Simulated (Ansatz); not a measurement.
# ZrGa3: response to strain

ZrGa3 is deformed so: equal xx and yy strain of +1 %. What stress and forces result, by LAPW, PAW and all-electron datasets made for the crystal?

Method: DFT LDA, scalar-relativistic, in Ansatz 0.2.0.

**1. The starting structure**

Symmetry: I4/mmm, No. 139, tetragonal system. Conventional cell: a = 3.971 Å, b = 3.971 Å, c = 8.729 Å, α = 90.00°, β = 90.00°, γ = 90.00°. Zr (site symmetry 4/mmm) has 12 Ga at 2.81 to 2.95 Å as nearest neighbours. Ga (site symmetry 4/mmm) is surrounded by 4 Zr at 2.81 Å and 8 Ga at 2.95 Å. Around Ga (site symmetry -4m2) lie 8 Ga at 2.81 to 2.95 Å and 4 Zr at 2.95 Å.

Structure file:

```
Zr Ga
1.0
    -1.98550    1.98550    4.36450
     1.98550   -1.98550    4.36450
     1.98550    1.98550   -4.36450
Zr Ga
1 3
Direct
  0.00000 0.00000 0.00000
  0.50000 0.50000 0.00000
  0.75000 0.25000 0.50000
  0.25000 0.75000 0.50000
```

Atoms are numbered in the order of the input: Zr1, Ga2, Ga3, Ga4.

**2. The deformed structure**

Space group I4/mmm before, I4/mmm after.

**3. LAPW, all electrons**

The input, input.yaml:

```yaml
crystal:
  lattice:
    - [-2.005355, 2.005355, 4.3645]
    - [2.005355, -2.005355, 4.3645]
    - [2.005355, 2.005355, -4.3645]
  atoms:
    - { symbol: Zr, position: [0.0, 0.0, 0.0] }
    - { symbol: Ga, position: [0.5, 0.5, 0.0] }
    - { symbol: Ga, position: [0.75, 0.25, 0.5] }
    - { symbol: Ga, position: [0.25, 0.75, 0.5] }
kpoints:
  mp_grid: { grid: [12, 12, 12] }
  band_path:
    path:
      - [0.0, 0.0, 0.0]
      - [0.0, 0.0, 0.5]
      - [0.25, 0.25, 0.25]
      - [0.0, 0.5, 0.0]
      - [0.0, 0.0, 0.0]
      - [0.5, 0.5, -0.5]
      - [0.3027780747, 0.6972219253, -0.3027780747]
      - [-0.3027780747, 0.3027780747, 0.3027780747]
      - [0.0, 0.0, 0.0]
    npoints: 5
scf:
  occupations: { method: fermi_dirac, width: 0.03 }
hamiltonian:
  xc: lda
  pseudopotentials: { kind: all_electron, lapw: { basis_error: 0.001 } }
output:
  forces: true
  stress: true
  eigenvalues: true
```

The run is started by

```bash
ansatz run input.yaml --threads 1 --pin off --max-ram 4096MiB --backend cpu --events-out ev --progress --plain --runs-dir out
```

**4. Frozen-core PAW**

The input, input.yaml:

```yaml
crystal:
  lattice:
    - [-2.005355, 2.005355, 4.3645]
    - [2.005355, -2.005355, 4.3645]
    - [2.005355, 2.005355, -4.3645]
  atoms:
    - { symbol: Zr, position: [0.0, 0.0, 0.0] }
    - { symbol: Ga, position: [0.5, 0.5, 0.0] }
    - { symbol: Ga, position: [0.75, 0.25, 0.5] }
    - { symbol: Ga, position: [0.25, 0.75, 0.5] }
kpoints:
  mp_grid: { grid: [12, 12, 12] }
scf:
  occupations: { method: fermi_dirac, width: 0.03 }
hamiltonian:
  xc: lda
  pseudopotentials: { kind: paw }
output:
  forces: true
  stress: true
  eigenvalues: true
  efg: { contact_densities: true }
  write_density: true
  write_potential: true
  elf: true
  volumetric_format: npy
```

**5. Datasets made for this crystal**

input.yaml: that of step 4 with these lines changed.

```diff
@@ -16,3 +16,3 @@
   xc: lda
-  pseudopotentials: { kind: paw }
+  pseudopotentials: { kind: all_electron, datasets: crystal }
 output:
@@ -22,5 +22 @@
   efg: { contact_densities: true }
-  write_density: true
-  write_potential: true
-  elf: true
-  volumetric_format: npy
```

(Steps that only read results are left out.)

Before running it: what results should come out? Wanted: pressure; largest shear or deviatoric stress.

**Answer**, as computed:

| quantity | value |
| --- | --- |
| pressure | LAPW -7.01, PAW -7.05, crystal datasets -7.01 GPa |
| largest shear or deviatoric stress (LAPW) | 6.87 GPa |

In words: The largest part of the stress beyond the pressure is 6.87 GPa in size, in the zz component; the atoms are carried along and not relaxed. No run of the undeformed cell stands beside it, so the pressure holds what the given cell had before the change. PAW: stress within 0.04 GPa of LAPW. Crystal datasets: stress within 0.01 GPa of LAPW.
